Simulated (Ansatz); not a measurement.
# Al2Ru: the cost of one run

Program: Ansatz 0.2.0. Level of theory: DFT LDA, scalar-relativistic, plane waves, PAW. These are calculated values, not measurements.

2 further runs of the same task are left out: 2 set aside as unsound or not needed. Runs told in other sessions of the task aren't counted.

**1. The system as given**

The structure is orthorhombic, space group Fddd (No. 70). The conventional cell has a = 4.665 Å, b = 7.916 Å, c = 8.702 Å, α = 90.00°, β = 90.00°, γ = 90.00°. Around Al (site symmetry 2) lie 5 Ru at 2.55 to 2.70 Å and 5 Al at 2.57 to 2.71 Å. Ru (site symmetry 222) has 10 Al at 2.55 to 2.70 Å in its first shell of neighbours.

As a file:

```cif
data_structure
_symmetry_space_group_name_H-M 'Fddd:1'
_symmetry_Int_Tables_number 70
_cell_length_a 4.6645
_cell_length_b 7.9159
_cell_length_c 8.7016
_cell_angle_alpha 90.000
_cell_angle_beta 90.000
_cell_angle_gamma 90.000
_cell_volume 321.30
loop_
_atom_site_label
_atom_site_type_symbol
_atom_site_symmetry_multiplicity
_atom_site_Wyckoff_symbol
_atom_site_fract_x
_atom_site_fract_y
_atom_site_fract_z
_atom_site_occupancy
Al1 Al 16 f 0.75000 0.57886 0.25000 1
Ru1 Ru 8 b 0.75000 0.25000 0.25000 1
```

It goes back to an entry of the Materials Project, which need not be the stable form.

This cell was relaxed beforehand with the same method: volume 13.39 Å³/atom, gap on the mesh 0.08 eV.

**2. Relaxing at 2 GPa**

At a set pressure the run lowers the enthalpy E + PV, so the energy alone may rise along the way.

The input, input.yaml:

```yaml
crystal:
  lattice:
    - [0.0, 3.9579375332, 4.3507976798]
    - [2.3322633091, 0.0, 4.3507976798]
    - [2.3322633091, 3.9579375332, 0.0]
  atoms:
    - { symbol: Al, position: [0.0788628326, 0.4211371674, 0.0788628326] }
    - { symbol: Al, position: [0.4211371674, 0.0788628326, 0.4211371674] }
    - { symbol: Al, position: [0.1711371674, 0.8288628326, 0.1711371674] }
    - { symbol: Al, position: [0.8288628326, 0.1711371674, 0.8288628326] }
    - { symbol: Ru, position: [0.75, 0.75, 0.75] }
    - { symbol: Ru, position: [0.5, 0.5, 0.5] }
basis:
  ecutwfc: 420
kpoints:
  mp_grid: { grid: [10, 10, 10] }
hamiltonian:
  xc: lda
scf:
  occupations: { method: gaussian, width: 0.01 }
output:
  forces: true
  stress: true
  eigenvalues: true
relax:
  adjacent_minimum: "off"
  f_tol: 0.001
  max_steps: 60
  cell: { stress_tol: 0.02, p_target: 2.0 }
```

Command:

```console
$ ansatz run input.yaml --threads 2 --pin off --max-ram 6144MiB --backend cpu --events-out ev --progress --plain --runs-dir out
```

What time and memory should one allow on 2 threads of Oxide Virtual Turin-like (Zen 5), shared host?

About 41 s, with a peak of 0.63 GiB.
